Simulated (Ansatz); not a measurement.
# Ta4N3: the cost of one run

Computed with Ansatz 0.2.0 (DFT r2SCAN, scalar-relativistic, plane waves, PAW, unless a step's input says otherwise).

2 further runs of the same task are left out: 2 set aside as unsound or not needed. Runs told in other sessions of the task aren't counted.

### 1 The starting structure

The structure is tetragonal, space group I4/mmm (No. 139). Conventional cell: a = 4.380 Å, b = 4.380 Å, c = 8.580 Å, α = 90.00°, β = 90.00°, γ = 90.00°. Ta (site symmetry mmm) has 4 N at 2.14 to 2.19 Å in its first shell of neighbours. Ta (site symmetry 4mm) has 5 N at 2.20 to 2.30 Å in its first shell of neighbours. N (site symmetry -4m2) is surrounded by 6 Ta at 2.14 to 2.20 Å. N (site symmetry 4/mmm) is surrounded by 6 Ta at 2.19 to 2.30 Å.

As a file:

```
CELL_PARAMETERS angstrom
-4.38018 0.00000 0.00000
0.00000 -4.38018 0.00000
0.00000 0.00000 8.57988
ATOMIC_POSITIONS crystal
Ta 0.50000 0.00000 0.00000
Ta 0.00000 0.50000 0.50000
Ta 0.50000 0.50000 0.76817
Ta 0.00000 0.00000 0.26817
Ta 0.00000 0.50000 0.00000
Ta 0.50000 0.00000 0.50000
Ta 0.50000 0.50000 0.23183
Ta 0.00000 0.00000 0.73183
N 0.50000 0.00000 0.75000
N 0.00000 0.50000 0.25000
N 0.00000 0.00000 0.00000
N 0.50000 0.50000 0.50000
N 0.00000 0.50000 0.75000
N 0.50000 0.00000 0.25000
```

It goes back to an entry of the Materials Project, which need not be the stable form.

It is built from the cell relaxed beforehand with the same method (11.76 Å³/atom).

### 2 The reference cell

The cell is repeated 2 times, 14 atoms in all. The reference gives a free energy of -81878.3425 eV, pressure -0.01 GPa, largest force 0.028 eV/Å and gap on the mesh none (metal). It was computed beforehand with the settings of the runs below.

### 3 The scan: a stacking-fault curve

The cut lies on the cell's a–b face, a (0 0 1) plane of area 19.19 Å², between layers 1.99 Å apart (N, Ta below, N, Ta above); the cell is 8.6 Å thick. Vector c is tilted by f times 1·a + 0·b (length 4.380 Å) with the atoms' Cartesian places fixed: one unrelaxed fault per cell.

### 4 At f = 0.200

File input.yaml:

```yaml
crystal:
  lattice:
    - [-4.3801763857, 0.0, 0.0]
    - [0.0, -4.3801763857, 0.0]
    - [-0.8760352771, 0.0, 8.5798839879]
  atoms:
    - { symbol: Ta, position: [0.32318, 0.0, 0.8841] }
    - { symbol: Ta, position: [-0.07682, 0.5, 0.3841] }
    - { symbol: Ta, position: [0.3695451167, 0.5, 0.6522744166] }
    - { symbol: Ta, position: [0.9695451167, 1.0, 0.1522744166] }
    - { symbol: Ta, position: [-0.17682, 0.5, 0.8841] }
    - { symbol: Ta, position: [0.42318, 0.0, 0.3841] }
    - { symbol: Ta, position: [0.4768148833, 0.5, 0.1159255834] }
    - { symbol: Ta, position: [0.8768148833, 1.0, 0.6159255834] }
    - { symbol: "N", position: [0.37318, 0.0, 0.6341] }
    - { symbol: "N", position: [-0.02682, 0.5, 0.1341] }
    - { symbol: "N", position: [-0.17682, 0.0, 0.8841] }
    - { symbol: "N", position: [0.42318, 0.5, 0.3841] }
    - { symbol: "N", position: [-0.12682, 0.5, 0.6341] }
    - { symbol: "N", position: [0.47318, 0.0, 0.1341] }
basis:
  ecutwfc: 500
kpoints:
  mp_grid: { grid: [9, 9, 5] }
hamiltonian:
  xc: r2scan
scf:
  occupations: { method: gaussian, width: 0.15 }
output:
  forces: true
  stress: true
  eigenvalues: true
```

Run with:

```console
$ ansatz run input.yaml --threads 2 --pin off --max-ram 5120MiB --backend cpu --events-out ev --progress --plain --runs-dir out
```

Q: Estimate wall time and peak memory on 2 threads of Oxide Virtual Turin-like (Zen 5), shared host.

About 85 s, with a peak of 1.7 GiB.
